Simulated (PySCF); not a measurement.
**MoHCl: structure of the quintet**

Where does quintet MoHCl go from a linear start, is the end point a minimum, and what are its modes, charges and moments?

Program: PySCF 2.14.0. Level of theory: PBE0, basis Mo def2-TZVP with ECP28, H def2-TZVP, Cl def2-TZVP, scalar-relativistic core potentials, no spin–orbit coupling, density fitting. These are calculated values, not measurements.

## Step 1: Where the work starts

3 atoms, charge 0, spin multiplicity 5.

Bond lengths: Mo1–H2 1.700 Å, Mo1–Cl3 2.370 Å. Angles: H2–Mo1–Cl3 180.0°.

```xyz
3
charge 0 multiplicity 5
Mo    0.0000    0.0000    0.0000
H     0.0000    0.0000   -1.7000
Cl    0.0000    0.0000    2.3700
```

## Step 2: First SCF at the start

One driver script runs all steps and calls PySCF; scf.py shows how it sets up the SCF of each step. The optimiser is the driver's own. After this first run the driver tries any further starts and a stability analysis.

scf.py reads:

```python
from pyscf import gto, scf, dft
mol = gto.M(atom='''
Mo     0.000000     0.000000     0.000000
H      0.000000     0.000000    -1.700000
Cl     0.000000     0.000000     2.370000''',
    basis={'Mo': 'def2-TZVP', 'H': 'def2-TZVP', 'Cl': 'def2-TZVP'},
    ecp={'Mo': 'def2-TZVP'},
    charge=0, spin=4)
mf = dft.UKS(mol, xc='PBE0')
mf.grids.atom_grid = (50, 194)
aux = {'Mo': 'def2-universal-JKFIT', 'H': 'def2-universal-JKFIT', 'Cl': 'def2-universal-JKFIT'}
mf = mf.density_fit(auxbasis=aux)
mf.conv_tol = 1e-08
mf.diis_space = 10
mf.max_cycle = 60
mf.init_guess = 'minao'
mf.verbose = 4
mf.kernel()
```

Launch:

```sh
$ OMP_NUM_THREADS=2 python axn.py task.json out
```

Log:

```text
init E= -522.261322474455
[... the frontier-level lines of each cycle are left out ...]
cycle= 1 E= -528.711098516601  delta_E= -6.45  |g|= 0.385  |ddm|= 2.56
cycle= 2 E= -528.70615843248  delta_E= 0.00494  |g|= 0.434  |ddm|= 0.735
cycle= 3 E= -528.796952481119  delta_E= -0.0908  |g|= 0.0508  |ddm|= 0.396
cycle= 4 E= -528.798167039775  delta_E= -0.00121  |g|= 0.0383  |ddm|= 0.0729
cycle= 5 E= -528.79888629072  delta_E= -0.000719  |g|= 0.00703  |ddm|= 0.0328
cycle= 6 E= -528.798928183546  delta_E= -4.19e-05  |g|= 0.00336  |ddm|= 0.0103
cycle= 7 E= -528.798939716679  delta_E= -1.15e-05  |g|= 0.000761  |ddm|= 0.0058
cycle= 8 E= -528.79894100457  delta_E= -1.29e-06  |g|= 0.000264  |ddm|= 0.00203
cycle= 9 E= -528.798941143921  delta_E= -1.39e-07  |g|= 0.000124  |ddm|= 0.000587
cycle= 10 E= -528.798941190787  delta_E= -4.69e-08  |g|= 4.65e-05  |ddm|= 0.000473
cycle= 11 E= -528.79894120044  delta_E= -9.65e-09  |g|= 9.44e-06  |ddm|= 0.000313
Extra cycle  E= -528.798941200671  delta_E= -2.31e-10  |g|= 7.69e-06  |ddm|= 3.71e-05
converged SCF energy = -528.798941200671  <S^2> = 6.0132623  2S+1 = 5.0053021
```

This step, with its further starts and checks, ran for 15 s (2 threads of Arm Neoverse V1, shared host).

The starts that the driver tried:

```
                      start  energy (Eh)
    the minimal-basis guess  -528.798941
a thermally smeared density  -528.800431
      a smeared PBE density  -528.800430
```

The first run landed in a state that is too high. Following the other starts and the instabilities gains 4.9 kJ/mol (-528.80081 Eh), and the work goes on from there.

## Step 3: Relaxing the quintet from the linear start

The program finds C∞v symmetry in the start, which this walk keeps.

Changes to scf.py since step 2:

```diff
@@ -3,3 +3,3 @@
-Mo     0.000000     0.000000     0.000000
-H      0.000000     0.000000    -1.700000
-Cl     0.000000     0.000000     2.370000''',
+Mo     0.000000     0.000000    -0.606227
+H      0.000000     0.000000    -2.306227
+Cl     0.000000     0.000000     1.763773''',
@@ -16 +15,0 @@
-mf.init_guess = 'minao'
```

Energy and gradient, step by step:

```
step  energy (Eh)  change (kJ/mol)  largest symmetric gradient (Eh/bohr)
   0  -528.800813             0.00                               0.02694
   1  -528.802171            -3.57                               0.01662
   2  -528.803004            -5.75                               0.00041
   3  -528.803004            -5.75                               0.00013
```

The walk took 8.2 s.

End point (C∞v, 3 steps, 5.8 kJ/mol gained): Mo–Cl 2.304 Å, Mo–H 1.791 Å; Cl–Mo–H 180.0°.

## Step 4: Vibrations and properties at this point

On the finer grid the gradient is checked again; gradients at displacements of ±0.02 bohr then give force constants and infrared intensities.

Changes to scf.py since step 3:

```diff
@@ -3,3 +3,3 @@
-Mo     0.000000     0.000000    -0.606227
-H      0.000000     0.000000    -2.306227
-Cl     0.000000     0.000000     1.763773''',
+Mo     0.000000    -0.000000    -0.588334
+H      0.000000     0.000000    -2.379546
+Cl    -0.000000    -0.000000     1.715602''',
@@ -10 +10 @@
-mf.grids.atom_grid = (50, 194)
+mf.grids.atom_grid = (75, 302)
@@ -13 +13 @@
-mf.conv_tol = 1e-08
+mf.conv_tol = 1e-10
```

This SCF starts from the last density.

Log of the central SCF (cycles and frontier levels):

```text
init E= -528.803011554628
[... the frontier-level lines of each cycle are left out ...]
cycle= 1 E= -528.803011554586  delta_E= 4.22e-11  |g|= 1.07e-05  |ddm|= 1.54e-05
cycle= 2 E= -528.803011554437  delta_E= 1.48e-10  |g|= 1.95e-05  |ddm|= 2.73e-05
cycle= 3 E= -528.803011554656  delta_E= -2.19e-10  |g|= 5.44e-07  |ddm|= 1.75e-05
cycle= 4 E= -528.803011554656  delta_E= 2.27e-13  |g|= 4.41e-07  |ddm|= 2.05e-06
Extra cycle  E= -528.803011554659  delta_E= -3.41e-12  |g|= 4.37e-07  |ddm|= 4.02e-06
converged SCF energy = -528.803011554659  <S^2> = 6.0305436  2S+1 = 5.0122026
```

The whole step took 42 s.

Geometry: C∞v; Mo–Cl 2.304 Å, Mo–H 1.791 Å; Cl–Mo–H 180.0°.

Wavenumbers (cm⁻¹): 1278i, 231, 377, 1723. These are not to be trusted: the point is only loosely found or the SCF state changes between the displacements.

## Step 5: Downhill along the imaginary mode

The start is the last point, displaced along its most imaginary mode.

The program finds Cs symmetry in the start, which this walk keeps. The walk stops when the largest gradient is under 0.0003 Eh/bohr and the energy has settled too.

Changes to scf.py since step 4:

```diff
@@ -3,3 +3,3 @@
-Mo     0.000000    -0.000000    -0.588334
-H      0.000000     0.000000    -2.379546
-Cl    -0.000000    -0.000000     1.715602''',
+Mo     0.002196     0.000000    -0.588285
+H     -0.120000     0.000000    -2.379497
+Cl    -0.002689    -0.000000     1.715651''',
@@ -10 +10 @@
-mf.grids.atom_grid = (75, 302)
+mf.grids.atom_grid = (50, 194)
@@ -13 +13 @@
-mf.conv_tol = 1e-10
+mf.conv_tol = 1e-08
```

The optimiser's trace:

```
step  energy (Eh)  change (kJ/mol)  largest symmetric gradient (Eh/bohr)
   0  -528.803811             0.00                               0.00938
   1  -528.806255            -6.42                               0.01451
   2  -528.811120           -19.19                               0.01612
   3  -528.816812           -34.13                               0.01615
   4  -528.824220           -53.58                               0.02613
   5  -528.828053           -63.65                               0.02004
   6  -528.832494           -75.31                               0.00843
   7  -528.833003           -76.64                               0.00494
   8  -528.833087           -76.86                               0.00102
   9  -528.833089           -76.87                               0.00013
```

The walk took 21 s.

Geometry (Å) and forces (eV/Å) at some steps:

```
step 0
Mo   0.002   0.000  -0.588   0.483   0.000  -0.248
H   -0.120   0.000  -2.380  -0.267   0.000   0.119
Cl  -0.003   0.000   1.716  -0.215   0.000   0.129
step 1
Mo   0.070   0.000  -0.594   0.746   0.000  -0.241
H   -0.158   0.000  -2.374  -0.407   0.000   0.238
Cl  -0.032   0.000   1.716  -0.339   0.000   0.003
step 5
Mo   0.538   0.000  -0.624  -0.405   0.000  -0.384
H   -0.414   0.000  -2.176   0.367   0.000   1.030
Cl  -0.245   0.000   1.547   0.039   0.000  -0.646
step 9
Mo   0.653   0.000  -0.669   0.001   0.000  -0.009
H   -0.461   0.000  -1.958  -0.009   0.000   0.001
Cl  -0.312   0.000   1.375   0.008   0.000   0.008
```

After 9 steps and 76.9 kJ/mol it ends at Cs: Mo–Cl 2.261 Å, Mo–H 1.703 Å; Cl–Mo–H 113.9°.

## Step 6: Vibrations and properties at this point

The same treatment as at the point before.

Changes to scf.py since step 5:

```diff
@@ -3,3 +3,3 @@
-Mo     0.002196     0.000000    -0.588285
-H     -0.120000     0.000000    -2.379497
-Cl    -0.002689    -0.000000     1.715651''',
+Mo     0.265095    -0.000000    -0.525132
+H     -0.855714     0.000000    -1.808048
+Cl    -0.706886     0.000000     1.515932''',
@@ -10 +10 @@
-mf.grids.atom_grid = (50, 194)
+mf.grids.atom_grid = (75, 302)
@@ -13 +13 @@
-mf.conv_tol = 1e-08
+mf.conv_tol = 1e-10
```

Log of the central SCF (cycles and frontier levels):

```text
init E= -528.833064328764
[... the frontier-level lines of each cycle are left out ...]
cycle= 1 E= -528.833064328733  delta_E= 3.06e-11  |g|= 1e-05  |ddm|= 1.39e-05
cycle= 2 E= -528.833064328626  delta_E= 1.07e-10  |g|= 1.74e-05  |ddm|= 2.34e-05
cycle= 3 E= -528.833064328786  delta_E= -1.6e-10  |g|= 7.49e-07  |ddm|= 1.5e-05
cycle= 4 E= -528.833064328787  delta_E= -1.36e-12  |g|= 2.45e-07  |ddm|= 8.48e-07
Extra cycle  E= -528.833064328787  delta_E= -2.27e-13  |g|= 1.81e-07  |ddm|= 1.22e-06
converged SCF energy = -528.833064328787  <S^2> = 6.0312659  2S+1 = 5.0124907
```

The whole step ran for 48 s (2 threads of Arm Neoverse V1, shared host).

Geometry: Cs; Mo–Cl 2.261 Å, Mo–H 1.704 Å; Cl–Mo–H 113.4°.

Harmonic modes (main isotopes):

```json
{"symmetry": "a'", "ω (cm⁻¹)": "389", "IR (km/mol)": "5.2"}
{"symmetry": "a'", "ω (cm⁻¹)": "421", "IR (km/mol)": "136"}
{"symmetry": "a'", "ω (cm⁻¹)": "1861", "IR (km/mol)": "197"}
```

Every mode is real; the point is a minimum.

Constants and moments:

* Dipole moment: 3.62 D
* Highest occupied level: -6.51 eV
* Lowest empty level: -2.77 eV
* Rotational constants: 6.98, 0.1264, 0.1242 cm⁻¹
* Zero-point energy: 16.0 kJ/mol
* Principal polarisabilities: 50.6, 54.4, 68.6 bohr³
* Atomisation energy without zero-point energy: 604 kJ/mol
* Principal traceless quadrupole moments about the centre of mass: -4.42, 1.36, 3.06 D Å
* Entropy at 298.15 K and 1 bar (electronic part: spin only): 284.2 J/(mol K)
* Heat capacity Cp at 298.15 K: 45.6 J/(mol K)
* Enthalpy at 298.15 K above 0 K: 11.52 kJ/mol
* Rotational symmetry number: 1
* Spin squared ⟨S²⟩: 6.031

Populations by atom (charges in e):

```csv
atom,Mulliken,Löwdin,polar tensor,spin (Mulliken),Mayer order to Mo1
Mo1,0.54,0.09,0.95,4.16,–
H2,-0.10,-0.08,-0.32,-0.17,0.96
Cl3,-0.43,-0.01,-0.62,0.01,1.05
```

Outer orbital energies (eV). α occupied: -10.41, -9.66, -9.58, -8.97, -7.15, -6.91, -6.57, -6.51; empty: -2.77, -1.58, -0.64, 1.02. β occupied: -42.07, -41.71, -41.09, -21.94, -10.14, -9.18, -8.98, -8.65; empty: -1.87, -1.52, -1.29, -1.24.

Mulliken populations on Mo1 (outside its core potential): s 2.62, p 6.21, d 4.62, f 0.01.

## Step 7: Outcome

| quantity | value |
| --- | --- |
| minimum | quintet, Cs |
| geometry | Mo–Cl 2.261 Å, Mo–H 1.704 Å; Cl–Mo–H 113.4° |
| wavenumbers (cm⁻¹) | 389 (a'), 421 (a'), 1861 (a') |
| dipole moment | 3.62 D |
| highest occupied, lowest empty level (either spin) | -6.51, -2.77 eV |
| polar-tensor charge of Mo1 | +0.95 e |
| zero-point energy | 16.0 kJ/mol |
| entropy at 298.15 K | 284.2 J/(mol K) |
| atomisation energy (no zero-point energy) | 604 kJ/mol |
| ⟨S²⟩ | 6.031 |

The linear start (C∞v) ends in a minimum of Cs symmetry. In the infrared the band at 1861 cm⁻¹ (a', stretch) leads. Most of the spin sits on Mo1 (Mulliken spin 4.16, against 4 for the whole molecule). The first SCF alone would have been 5 kJ/mol too high. Other starts or spin states, not run here, may lie lower. One determinant may miss the lowest occupation of an open d or f shell.

The search up to here took 2.2 min.
